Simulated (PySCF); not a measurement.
# C6H6F9N ((CF3CH2)3N): the cost of one run

Computed with PySCF 2.14.0 and routines of our own; the level stands in each step. Atoms count from 0.

## (1) The starting structure

22 atoms, charge 0, multiplicity 1; geometry from: GFN2-xTB.

## (2) NMR shifts: GIAO KT3/pcSseg-1

What the job is given:

```
{"job": {"kind": "nmr", "xc": "KT3", "basis": "pcSseg-1", "pop": false}, "charge": 0, "multiplicity": 1}
F     -2.056266    -2.284195     1.155970
C     -1.455607    -1.534834     0.228378
F     -0.889539    -2.375589    -0.651875
F     -2.422710    -0.893555    -0.446637
C     -0.445244    -0.581283     0.886352
N      0.293861     0.302792     0.015134
C     -0.461365     1.355213    -0.639167
C     -1.129156     2.290499     0.368869
F     -0.357587     2.540514     1.429318
F     -2.290639     1.816207     0.838957
F     -1.405234     3.468815    -0.202682
C      1.266211    -0.314970    -0.867491
C      2.345192    -1.069586    -0.090818
F      1.967427    -2.301898     0.275215
F      3.441002    -1.218996    -0.844587
F      2.717820    -0.434098     1.022550
H      0.254228    -1.205627     1.446673
H     -1.003733     0.011316     1.614239
H      0.241763     1.974728    -1.202510
H     -1.244662     1.001368    -1.326873
H      1.786814     0.480650    -1.407551
H      0.841179    -1.015840    -1.601972
```

Level: GIAO KT3/pcSseg-1 NMR shielding, non-relativistic, gas phase.

The run is started by

```bash
$ OMP_NUM_THREADS=1 python large_run.py task.json out
```

One launch serves the whole session: the jobs run in the order shown.

Q: Estimate the wall time and peak memory of this job on 1 thread of Arm Neoverse V1, shared host.

About 18 s, with a peak of 0.54 GiB.
